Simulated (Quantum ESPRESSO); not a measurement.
Si:

```
CELL_PARAMETERS angstrom
0.00000 2.70192 2.72598
2.70192 0.00000 2.72598
2.70192 2.70192 0.00000
ATOMIC_POSITIONS crystal
Si 0.00000 0.00000 0.00000
Si 0.25000 0.25000 0.25000
```

| Property | Result |
| --- | --- |
| Program | Quantum ESPRESSO 7.5 |
| Task | phonons |
| Functional | LDA |
| Potentials or basis | PseudoDojo 0.4.1 SR LDA standard |
| Cutoff | 435 eV |
| Density cutoff | 1742 eV |
| k mesh | 10 × 10 × 10, shifted |
| Occupations | fermi-dirac, width 0.01 eV |
| Spin | no spin polarisation |
| Form of the LDA correlation | PW92 |
| Mixing beta | 0.5 |
| Most SCF iterations | 120 |
| SCF threshold | 4e-10 Ry |

The first run showed a gap, so the response started from a second, tighter run with fixed occupations.

**Question.** Where do the zone-centre optical modes lie?

**Answer.** Eg at 506 cm⁻¹ (Raman); B2g at 507 cm⁻¹ (Raman).

Optical modes at Γ, degenerate ones joined, polar ones without the macroscopic field:
| cm⁻¹ | components | symmetry | active in | IR intensity, summed ((D/Å)²/amu) |
| --- | --- | --- | --- | --- |
| 506 | 2 | Eg | Raman | 0.00 |
| 507 | 1 | B2g | Raman | 0.00 |

Born effective charge tensors (e):
atom 1, Si
```
0.00 0.00 0.00
0.00 0.00 0.00
0.00 0.00 0.00
```
atom 2, Si
```
0.00 0.00 0.00
0.00 0.00 0.00
0.00 0.00 0.00
```
